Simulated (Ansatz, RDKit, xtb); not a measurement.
# CH9GeNOSi: ranking a sample of isomers

A sample of isomers of CH9GeNOSi is drawn. Aim: find which of them has the lowest free energy at 298.15 K, then its properties. The sample is small against all isomers, and the most stable one of this formula need not be in it.

The funnel: GFN2-xTB relaxations, single points with a density functional, relaxations at B3LYP-D3(BJ)/def2-SVP, harmonic vibrations (at GFN2-xTB), and a last energy at a higher level. All values are calculated.

## (1) Drawing up candidates

Isomers were taken from a list of plausible structures; this is a sample, not all of them. That gives 4 candidates.

| label | SMILES | spin |
| --- | --- | --- |
| c255 | CN[SiH2][O][GeH3] | singlet |
| c277 | C[O][GeH2][NH][SiH3] | singlet |
| c518 | CO[SiH2][NH][GeH3] | singlet |
| c950 | C[NH][GeH2][O][SiH3] | singlet |

Candidates are built by distance geometry, with a force field where one applies, in up to four conformers (letters a to d).

**Question.** With final energies at CCSD(T)/def2-SVP + MP2/def2-TZVPP - MP2/def2-SVP, which structure will this search put lowest in free energy, and by what margin?

| quantity | value |
| --- | --- |
| lowest structure found | CN[SiH2][O][GeH3], singlet |
| next finalist | CO[SiH2][NH][GeH3], singlet, 9.6 kcal/mol higher in G |
| share at equilibrium, among the finalists | 100.0 % |

The lowest structure found is `CN[SiH2][O][GeH3]`. The margin of 9.6 kcal/mol over the next finalist is beyond the usual error of the last level; it says nothing of structures that weren't ranked. GFN2-xTB, r2SCAN-D4/def2-SVP, B3LYP-D3(BJ)/def2-SVP, HF/def2-SVP and MP2/def2-SVP already put its bonding pattern lowest among the structures in one piece; HF/STO-3G favours the singlet CO[SiH2][NH][GeH3] (c518d, not a finalist). 5 minima inside the window were never screened. The search is not exhaustive (a finite list of starts, one conformer a finalist), so a lower isomer can't be ruled out. Only 4 drawn patterns were tried, so whole families of isomers are missing, and the result ranks this sample alone.
